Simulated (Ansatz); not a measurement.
# AlGeH4Cl (SMILES [Cl][AlH][GeH3]) at r2SCAN/def2-SVP

What is the vertical singlet–triplet gap of AlGeH4Cl at r2SCAN/def2-SVP? 

The calculation is run with Ansatz 0.2.0.

66 further runs of the same task are left out: 66 set aside as unsound or not needed. Runs told in other sessions of the task aren't counted.

## Step 1: The structure to begin with

AlGeH4Cl has 7 atoms, charge 0, and is taken as a singlet. SMILES: `[Cl][AlH][GeH3]`. The coordinates come from a PBE0-D4/def2-TZVP relaxation.

Bond lengths: Cl1–Al2 2.102 Å, Al2–Ge3 2.467 Å, Al2–H4 1.580 Å, Ge3–H5 1.540 Å, Ge3–H6 1.540 Å, Ge3–H7 1.540 Å. Angles: Cl1–Al2–Ge3 116.8°, Cl1–Al2–H4 116.5°, Ge3–Al2–H4 126.7°, Al2–Ge3–H5 111.0°, Al2–Ge3–H6 111.0°, Al2–Ge3–H7 112.3°, H5–Ge3–H6 107.2°, H5–Ge3–H7 107.6°, H6–Ge3–H7 107.6°.

## Step 2: The energy at r2SCAN/def2-SVP

File run.yaml:

```yaml
crystal:
  periodic: [false, false, false]
  atoms:
    - {symbol: Cl, position_ang: [-2.499300, -1.527200, -0.126900]}
    - {symbol: Al, position_ang: [-0.425400, -1.314700, 0.144500]}
    - {symbol: Ge, position_ang: [0.501100, 0.959800, -0.093300]}
    - {symbol: H, position_ang: [0.379500, -2.632000, 0.480000]}
    - {symbol: H, position_ang: [0.225700, 1.522500, -1.499900]}
    - {symbol: H, position_ang: [-0.144000, 1.926400, 0.916800]}
    - {symbol: H, position_ang: [2.023700, 0.997300, 0.133100]}
basis:
  gaussian:
    orbitals: def2-SVP
hamiltonian:
  xc: r2scan
accuracy: high
output: {orbitals: {seedname: orbitals}}
```

Started as:

```console
ansatz run run.yaml --threads 1 --pin off --max-ram 2610MiB --events-out events.jsonl --progress --plain --runs-dir runs
```

The log of the run:

```text
Warning: RAYON_NUM_THREADS=1 ignored (pool sized by the plan → 1); use --threads N
Functional definition: r2SCAN
  name "r2SCAN"
  parameter k0 = 0.174
  parameter k1 = 0.065
  parameter a1 = 4.9479
  exchange = r2scan_x(k0 = k0, k1 = k1, a1 = a1)
  correlation = r2scan_c
1768 factors; integrals over basis functions are off by at most 6.3e-9 eV
mean field evaluation 1: about -75688.9201 eV, gradient 2.0e1 eV
mean field evaluation 2: about -75689.2552 eV, gradient 1.7e1 eV
mean field evaluation 4: about -75689.8599 eV, gradient 5.2e-1 eV
mean field evaluation 8: about -75689.8550 eV, gradient 2.9e-2 eV
mean field evaluation 16: about -75689.8550 eV, gradient 2.4e-6 eV
mean field -75689.85499559 eV, -2781.5508666617 hartree, gradient 1.7e-8 eV, S^2 0.000000; 0 other end points of the search recorded, 0 dependent functions left out
reference -75689.85499643 eV, -2781.5508666924 hartree; 33, 33 occupied and 55, 55 virtual orbitals, 1768 factors
Total energy: -75689.85499643 eV, -2781.5508666924 hartree
```

Wall time 19 s (1 thread of Arm Neoverse V1, shared host); peak memory 0.27 GiB.

## Step 3: The triplet, same level

File in.yaml:

```yaml
crystal:
  periodic: [false, false, false]
  atoms:
    - {symbol: Cl, position_ang: [-2.499300, -1.527200, -0.126900]}
    - {symbol: Al, position_ang: [-0.425400, -1.314700, 0.144500]}
    - {symbol: Ge, position_ang: [0.501100, 0.959800, -0.093300]}
    - {symbol: H, position_ang: [0.379500, -2.632000, 0.480000]}
    - {symbol: H, position_ang: [0.225700, 1.522500, -1.499900]}
    - {symbol: H, position_ang: [-0.144000, 1.926400, 0.916800]}
    - {symbol: H, position_ang: [2.023700, 0.997300, 0.133100]}
basis:
  gaussian: {orbitals: def2-SVP}
magnetization: {spin_polarized: true, initial_magnetization: 2}
hamiltonian: {xc: r2scan}
output: {orbitals: {seedname: orbitals}}
accuracy: high
```

Started as:

```console
ansatz run in.yaml --threads 1 --pin off --max-ram 2610MiB --events-out events.jsonl --progress --plain --runs-dir runs
```

The log of the run (excerpt; [...] marks lines left out):

```text
Warning: RAYON_NUM_THREADS=1 ignored (pool sized by the plan → 1); use --threads N
[... 7 set-up lines as earlier in the session ...]
1767 factors; integrals over basis functions are off by at most 6.3e-9 eV
mean field evaluation 1: about -75685.1732 eV, gradient 1.3e1 eV
mean field evaluation 2: about -75685.0559 eV, gradient 1.4e1 eV
mean field evaluation 4: about -75686.0022 eV, gradient 1.0e0 eV
mean field evaluation 8: about -75686.0121 eV, gradient 1.2e-1 eV
mean field evaluation 16: about -75686.0122 eV, gradient 1.9e-4 eV
mean field evaluation 32: about -75684.5211 eV, gradient 1.2e1 eV
mean field -75686.01223658 eV, -2781.4096478726 hartree, gradient 5.0e-8 eV, S^2 2.004559; 3 other end points of the search recorded, 0 dependent functions left out
reference -75686.01223949 eV, -2781.4096479796 hartree; 34, 32 occupied and 54, 56 virtual orbitals, 1767 factors
Total energy: -75686.01223949 eV, -2781.4096479796 hartree
```

Run time: 45 s. Hardware: 1 thread of Arm Neoverse V1, shared host; peak memory 0.43 GiB.

## Step 4: Summary of results

At r2SCAN/def2-SVP:

| quantity | value |
| --- | --- |
| singlet: total energy | -2781.55087 Eh |
| singlet: HOMO energy | -6.93 eV |
| singlet: LUMO energy | -2.42 eV |
| singlet: HOMO–LUMO gap | 4.51 eV |
| triplet: total energy | -2781.40965 Eh |
| triplet: HOMO energy (highest over α and β) | -3.40 eV |
| triplet: ⟨S²⟩ | 2.005 |
| vertical energy of the triplet above the singlet | 3.843 eV |

In words: At this shape the triplet lies 3.84 eV (89 kcal/mol) above the singlet.
